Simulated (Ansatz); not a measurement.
# Sr2Cu2NiSe2O2: the cost of one run

Computed with Ansatz 0.2.0 (DFT PBE+U (U_eff = 6.2 eV on Ni 3d), scalar-relativistic, plane waves, PAW, unless a step's input says otherwise).

4 further runs of the same task are left out: 4 set aside as unsound or not needed. Runs told in other sessions of the task aren't counted.

## (1) The system as given

Symmetry: I4/mmm, No. 139, tetragonal system. Conventional cell: a = 4.026 Å, b = 4.026 Å, c = 18.406 Å, α = 90.00°, β = 90.00°, γ = 90.00°. Sr (site symmetry 4mm) is surrounded by 4 O at 2.58 Å. Ni (site symmetry 4/mmm) is surrounded by 4 O at 2.01 Å. Cu (site symmetry -4m2) has 4 Se at 2.52 Å and 4 Cu at 2.85 Å in its first shell of neighbours. Se (site symmetry 4mm) is surrounded by 4 Cu at 2.52 Å. O (site symmetry mmm) has 2 Ni at 2.01 Å and 4 Sr at 2.58 Å in its first shell of neighbours.

Structure file:

```cif
data_structure
_symmetry_space_group_name_H-M 'I4/mmm'
_symmetry_Int_Tables_number 139
_cell_length_a 4.0265
_cell_length_b 4.0265
_cell_length_c 18.4061
_cell_angle_alpha 90.000
_cell_angle_beta 90.000
_cell_angle_gamma 90.000
_cell_volume 298.41
loop_
_atom_site_label
_atom_site_type_symbol
_atom_site_symmetry_multiplicity
_atom_site_Wyckoff_symbol
_atom_site_fract_x
_atom_site_fract_y
_atom_site_fract_z
_atom_site_occupancy
Sr1 Sr 4 e 0.00000 0.00000 0.41191 1
Ni1 Ni 2 a 0.00000 0.00000 0.00000 1
Cu1 Cu 4 d 0.00000 0.50000 0.25000 1
Se1 Se 4 e 0.00000 0.00000 0.16793 1
O1 O 4 c 0.00000 0.50000 0.00000 1
```

Starting moments: Ni 2.00 μB.

## (2) First run, at the start cell

Input file input.yaml:

```yaml
crystal:
  lattice:
    - [-2.013235, 2.013235, 9.20306]
    - [2.013235, -2.013235, 9.20306]
    - [2.013235, 2.013235, -9.20306]
  atoms:
    - { symbol: Sr, position: [0.41191, 0.41191, 0.0] }
    - { symbol: Sr, position: [0.58809, 0.58809, 0.0] }
    - { symbol: Ni, position: [0.0, 0.0, 0.0], spin: 2.0 }
    - { symbol: Cu, position: [0.75, 0.25, 0.5] }
    - { symbol: Cu, position: [0.25, 0.75, 0.5] }
    - { symbol: Se, position: [0.16793, 0.16793, 0.0] }
    - { symbol: Se, position: [0.83207, 0.83207, 0.0] }
    - { symbol: O, position: [0.5, 0.0, 0.5] }
    - { symbol: O, position: [0.0, 0.5, 0.5] }
basis:
  ecutwfc: 420
  ecutrho_ratio: 4
kpoints:
  mp_grid: { grid: [5, 5, 5] }
hamiltonian:
  xc: pbe
  hubbard: { sites: [{ species: Ni, l: d, u_eff: 6.2 }] }
scf:
  occupations: { method: gaussian, width: 0.05 }
output:
  forces: true
  stress: true
  eigenvalues: true
  populations: true
  hubbard: { sites: [{ species: Ni, l: d }] }
magnetization:
  spin_polarized: true
```

Run with:

```
$ ansatz run input.yaml --threads 8 --pin off --max-ram 22528MiB --backend cpu --events-out ev --progress --plain --runs-dir out
```

Q: Estimate wall time and peak memory on 8 threads of Arm Neoverse V1, shared host.

About 3.5 min, with a peak of 2.9 GiB.
